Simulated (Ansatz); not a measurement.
**C₂H₄BNS: up Jacob's ladder to CCSD(T)**

The task here is to estimate one member of a computed series from the others.

Computed with Ansatz 0.2.0, Gaussian basis. Level: functionals in def2-TZVPP, the program's frozen cores in correlated methods.

Levels to be run: LDA (SPW92), PBE-D4, revPBE-D4, BLYP-D4, r2SCAN-D4, B97M-V, PBE0-D4, B3LYP-D4, r2SCANh-D4, r2SCAN0-D4, HSE06-D4, BHLYP-D4, CAM-B3LYP-D4, LC-ωPBE, ωB97X-V, ωB97M-V, B2PLYP, PBE-QIDH; CCSD(T)/def2-SVP; CCSD(T)/def2-TZVPP; MP2/def2-QZVPP; extrapolation to the limit; RPA on PBE.

## Structure used throughout

An earlier PBE0-D4 in a triple-zeta def2 set relaxation fixed the geometry.

SMILES `C=C1SB1N`, 9 atoms, charge 0, spin multiplicity 1.

Atoms are counted from 1 here; the program's logs count them from 0.

Bond lengths: C1–C2 1.322 Å, C1–H6 1.084 Å, C1–H7 1.085 Å, C2–S3 1.803 Å, C2–B4 1.490 Å, S3–B4 1.794 Å, B4–N5 1.379 Å, N5–H8 1.005 Å, N5–H9 1.005 Å. Angles: C2–C1–H6 122.7°, C2–C1–H7 119.6°, H6–C1–H7 117.6°, C1–C2–S3 135.7°, C1–C2–B4 159.1°, S3–C2–B4 65.2°, C2–S3–B4 48.9°, C2–B4–S3 65.9°, C2–B4–N5 150.7°, S3–B4–N5 143.5°, B4–N5–H8 123.0°, B4–N5–H9 122.5°, H8–N5–H9 114.6°.

Set-up of the first run:

in.yaml

```yaml
crystal:
  periodic: [false, false, false]
  atoms:
    - {symbol: C, position_ang: [0.859612, 0.952388, -1.495366]}
    - {symbol: C, position_ang: [0.578052, 0.082252, -0.540309]}
    - {symbol: S, position_ang: [1.334314, -1.426379, 0.095762]}
    - {symbol: B, position_ang: [-0.153757, -0.555605, 0.590357]}
    - {symbol: N, position_ang: [-1.209538, -0.581023, 1.476716]}
    - {symbol: H, position_ang: [1.730986, 0.860970, -2.133358]}
    - {symbol: H, position_ang: [0.201659, 1.798787, -1.660722]}
    - {symbol: H, position_ang: [-1.325124, -1.299569, 2.169546]}
    - {symbol: H, position_ang: [-1.927705, 0.121777, 1.480277]}
basis:
  gaussian: {orbitals: def2-TZVPP}
hamiltonian: {xc: lda}
output: {orbitals: {seedname: orbitals}}
```

Run with:

```console
$ ansatz run in.yaml --threads 2 --pin off --events-out ev --progress --plain --max-ram 4352MiB
```

Among the steps run: LDA; PBE-D4 (GGA); revPBE-D4 (GGA); BLYP-D4 (GGA); r2SCAN-D4 (meta-GGA); B97M-V (meta-GGA); B3LYP-D4 (hybrid); r2SCANh-D4 (hybrid); r2SCAN0-D4 (hybrid); HSE06-D4 (hybrid); BHLYP-D4 (hybrid); CAM-B3LYP-D4 (range-separated); LC-ωPBE (range-separated); ωB97X-V (range-separated); ωB97M-V (range-separated); B2PLYP (double hybrid); PBE-QIDH (double hybrid).

One table of the session follows, with a row left open; its other results are not shown here.

It belongs to the step «Orbital energies across the functionals». 

```
  functional  HOMO (eV)  gap (eV)
 LDA (SPW92)      -5.52      3.62
      PBE-D4      -5.36      3.68
   revPBE-D4      -5.30      3.70
     BLYP-D4      -5.18      3.66
   r2SCAN-D4      -5.56      4.03
      B97M-V      -5.57      4.12
     PBE0-D4      -6.40      5.57
    B3LYP-D4      -6.17      5.17
  r2SCANh-D4      -5.95      4.73
  r2SCAN0-D4      -6.53      5.79
    HSE06-D4      -6.01      4.80
    BHLYP-D4      -7.28      7.47
CAM-B3LYP-D4      -7.62      7.90
     LC-ωPBE          ?         ?
     ωB97X-V      -8.59      9.88
     ωB97M-V      -8.45      9.67
```

**Question.** Estimate the row for LC-ωPBE.

The run gave: HOMO (eV): -8.94; gap (eV): 10.27. In the column «HOMO (eV)» it is the lowest.
